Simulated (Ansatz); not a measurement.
# CH2AlNO: up Jacob's ladder to CCSD(T)

The task here is to estimate one member of a computed series from the others.

Computed with Ansatz 0.2.0, Gaussian basis. Level: functionals in def2-TZVPP, the program's frozen cores in correlated methods.

Plan: LDA (SPW92), PBE-D4, revPBE-D4, BLYP-D4, r2SCAN-D4, B97M-V, PBE0-D4, B3LYP-D4, r2SCANh-D4, r2SCAN0-D4, HSE06-D4, BHLYP-D4, CAM-B3LYP-D4, LC-ωPBE, ωB97X-V, ωB97M-V, B2PLYP, PBE-QIDH; CCSD(T)/def2-SVP; CCSD(T)/def2-TZVPP; MP2/def2-QZVPP; extrapolation to the limit; RPA on PBE.

## The relaxed structure

An earlier PBE0-D4 in a triple-zeta def2 set relaxation fixed the geometry.

SMILES `O=C=[N][AlH2]`, 6 atoms, charge 0, spin multiplicity 1.

Atoms are counted from 1 here; the program's logs count them from 0.

Bond lengths: O1–C2 1.166 Å, C2–N3 1.196 Å, N3–Al4 1.770 Å, Al4–H5 1.575 Å, Al4–H6 1.575 Å. Angles: O1–C2–N3 180.0°, C2–N3–Al4 179.7°, N3–Al4–H5 117.5°, N3–Al4–H6 117.5°, H5–Al4–H6 125.0°.

Set-up of the first run:

in.yaml reads:

```yaml
crystal:
  periodic: [false, false, false]
  atoms:
    - {symbol: O, position_ang: [1.702251, -2.146667, 0.966292]}
    - {symbol: C, position_ang: [1.019684, -1.287664, 0.572523]}
    - {symbol: N, position_ang: [0.319596, -0.406854, 0.168291]}
    - {symbol: Al, position_ang: [-0.716086, 0.900750, -0.422488]}
    - {symbol: H, position_ang: [-1.263762, 0.785836, -1.894827]}
    - {symbol: H, position_ang: [-1.019683, 2.090499, 0.564109]}
basis:
  gaussian: {orbitals: def2-TZVPP}
hamiltonian: {xc: lda}
output: {orbitals: {seedname: orbitals}}
```

Steps of the session up to this table: LDA; PBE-D4 (GGA); revPBE-D4 (GGA); BLYP-D4 (GGA); r2SCAN-D4 (meta-GGA); B97M-V (meta-GGA); PBE0-D4 (hybrid); B3LYP-D4 (hybrid); r2SCANh-D4 (hybrid); r2SCAN0-D4 (hybrid); HSE06-D4 (hybrid); BHLYP-D4 (hybrid); CAM-B3LYP-D4 (range-separated); LC-ωPBE-D4 (range-separated; the results give it without D4); ωB97X-V (range-separated); ωB97M-V (range-separated); B2PLYP (double hybrid); PBE-QIDH (double hybrid).

One table of the session follows, with a row left open; its other results are not shown here.

It belongs to the step «Orbital energies across the functionals». 

| functional | HOMO (eV) | LUMO (eV) | gap (eV) |
| --- | --- | --- | --- |
| LDA (SPW92) | ? | ? | ? |
| PBE-D4 | -7.02 | -2.49 | 4.53 |
| revPBE-D4 | -6.97 | -2.38 | 4.59 |
| BLYP-D4 | -6.91 | -2.39 | 4.52 |
| r2SCAN-D4 | -7.33 | -2.15 | 5.18 |
| B97M-V | -7.39 | -2.38 | 5.02 |
| PBE0-D4 | -8.35 | -1.73 | 6.62 |
| B3LYP-D4 | -8.14 | -1.95 | 6.18 |
| r2SCANh-D4 | -7.82 | -1.89 | 5.93 |
| r2SCAN0-D4 | -8.56 | -1.52 | 7.04 |
| HSE06-D4 | -7.95 | -2.09 | 5.85 |
| BHLYP-D4 | -9.60 | -0.98 | 8.63 |
| CAM-B3LYP-D4 | -9.72 | -0.83 | 8.89 |
| LC-ωPBE | -11.04 | 0.29 | 11.33 |
| ωB97X-V | -10.69 | 0.18 | 10.87 |
| ωB97M-V | -10.54 | -0.09 | 10.45 |

Q: Estimate the row for LDA (SPW92) from the others.

As computed: HOMO (eV): -7.16; LUMO (eV): -2.75; gap (eV): 4.40. In the column «HOMO (eV)» it lies between r2SCAN-D4 (-7.33) and PBE-D4 (-7.02).
